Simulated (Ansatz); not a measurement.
**SnSe2: an axial (c/a) deformation path**

The task here is to estimate one member of a computed series from the others.

The COD entry's cell or inner coordinates are ideal or old and differ from later refinements, so a difference from it is no clean test against experiment.

Method: DFT PBE, scalar-relativistic, plane waves, PAW, in Ansatz 0.2.0.

### The system as given

The structure is trigonal, space group P-3m1 (No. 164). Conventional cell: a = 3.811 Å, b = 3.811 Å, c = 6.137 Å, α = 90.00°, β = 90.00°, γ = 120.00°. Around Sn (site symmetry -3m) lie 6 Se at 2.68 Å. Around Se (site symmetry 3m) lie 3 Sn at 2.68 Å.

Coordinates:

```
CELL_PARAMETERS angstrom
3.81100 0.00000 0.00000
-1.90550 3.30042 0.00000
0.00000 0.00000 6.13700
ATOMIC_POSITIONS crystal
Sn 0.00000 0.00000 0.00000
Se 0.33333 0.66667 0.25000
Se 0.66667 0.33333 0.75000
```

The cell is taken as given, not relaxed at this level.

Set-up of the first run:

input.yaml

```yaml
crystal:
  lattice:
    - [3.8109987816, 0.0, 0.0]
    - [-1.9054993908, 3.3004217586, 0.0]
    - [0.0, 0.0, 6.137]
  atoms:
    - { symbol: Sn, position: [0.0, 0.0, 0.0] }
    - { symbol: Se, position: [0.3333333333, 0.6666666667, 0.25] }
    - { symbol: Se, position: [0.6666666667, 0.3333333333, 0.75] }
basis:
  ecutwfc: 420
kpoints:
  mp_grid: { grid: [12, 12, 6] }
hamiltonian:
  xc: pbe
scf:
  occupations: { method: gaussian, width: 0.05 }
output:
  forces: true
  stress: true
  eigenvalues: true
  write_density: true
  write_potential: true
  elf: true
  volumetric_format: npy
```

Launch:

```sh
> ansatz run input.yaml --threads 1 --pin off --max-ram 2560MiB --backend cpu --events-out ev --progress --plain --runs-dir out
```

Steps of the session up to this table: The undisturbed cell; At ρ = 0.850; At ρ = 1.200; At ρ = 0.920; At ρ = 1.100; Point ρ = 0.960; ρ = 1.050; ρ = 0.800; Point ρ = 1.300.

One table of the session follows, with a row left open; its other results are not shown here.

It belongs to the step «The scan collected». Collected from the runs (energy zero: the undisturbed cell):

| ρ | ΔE (meV/atom) | pressure (GPa) | gap on the mesh (eV) |
| --- | --- | --- | --- |
| 0.800 | 119.0 | 4.1 | 0.02 |
| 0.850 | ? | ? | ? |
| 0.920 | 29.3 | 5.0 | 0.16 |
| 0.960 | 10.4 | 5.2 | 0.52 |
| 1.000 | 0.0 | 5.3 | 0.71 |
| 1.050 | 0.6 | 5.4 | 0.64 |
| 1.100 | 17.6 | 5.5 | 0.39 |
| 1.200 | 102.4 | 5.7 | 0.00 |
| 1.300 | 242.7 | 6.3 | 0.00 |

Q: Estimate the row for ρ = 0.850 from the others.

Worked estimate for «ΔE (meV/atom)». A straight line through the neighbours (0.800, 119.0) and (0.920, 29.3) gives 119.0 + (29.3 − 119.0) × (0.850 − 0.800) / (0.920 − 0.800) = 81.6; a parabola fitted to 3 rows on both sides gives 75.6.

As computed: ΔE (meV/atom): 77.9; pressure (GPa): 4.6; gap on the mesh (eV): 0.07. In «ΔE (meV/atom)» the line misses by +3.7 and the parabola by -2.3.

Where the gap reads zero, the mesh chosen for the insulator is on the coarse side.

Caveats from the session: Layers here are held mostly by dispersion, which this level lacks, so their spacing and the stiffness across them are unreliable there.
